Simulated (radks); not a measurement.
# Nb⁺ in [Kr] 4d4: an all-electron calculation

The task here is to estimate one member of a computed series from the others.

Program: radks (a radial shooting solver on a logarithmic mesh, Libxc functionals) version 1. Level of theory: scalar-relativistic Kohn-Sham, LDA (Slater exchange, Perdew-Zunger correlation), spin-unpolarised, spherical densities, point nucleus. These are calculated values, not measurements, unless marked.

## Starting point

| Property | Result |
| --- | --- |
| element | niobium (Z = 41) |
| charge | +1 |
| electrons | 40 |
| configuration | [Kr] 4d4 |

Outer shells as boxes (Hund's rule):

Nb⁺
```
[Kr] core
4d [↑ ][↑ ][↑ ][↑ ][  ]
```

Set-up of the first run:

Input:

```text
Z 41
configuration [Kr] 4d4 5s0 5p0
relativity scalar-relativistic
functional lda,pz
spin unpolarised
nucleus point
c 137.035999084
```

One of the session's tables, all rows but one given; the rest of the session is left out.

It belongs to the step «Radial structure». From the orbitals of this run (lengths in bohr):

| level | <r> | outermost maximum (interpolated) | 90 % within | nodes |
| --- | --- | --- | --- | --- |
| 1s | ? | ? | ? | ? |
| 2s | 0.1582 | 0.133 | 0.244 | 1 |
| 2p | 0.1378 | 0.106 | 0.225 | 0 |
| 3s | 0.4441 | 0.396 | 0.657 | 2 |
| 3p | 0.4465 | 0.390 | 0.676 | 1 |
| 3d | 0.4333 | 0.334 | 0.695 | 0 |
| 4s | 1.158 | 1.03 | 1.69 | 3 |
| 4p | 1.303 | 1.12 | 1.94 | 2 |
| 5s | 3.344 | 2.90 | 4.90 | 4 |
| 4d | 2.063 | 1.50 | 3.36 | 1 |
| 5p | 4.222 | 3.63 | 6.23 | 3 |

Q: Estimate the row for 1s from the others.

The run gave: <r>: 0.03613; outermost maximum (interpolated): 0.0235; 90 % within: 0.0647; nodes: 0. In the column «<r>» it is the lowest.

Limits of these values: Spin polarisation and multiplet splitting are left out.
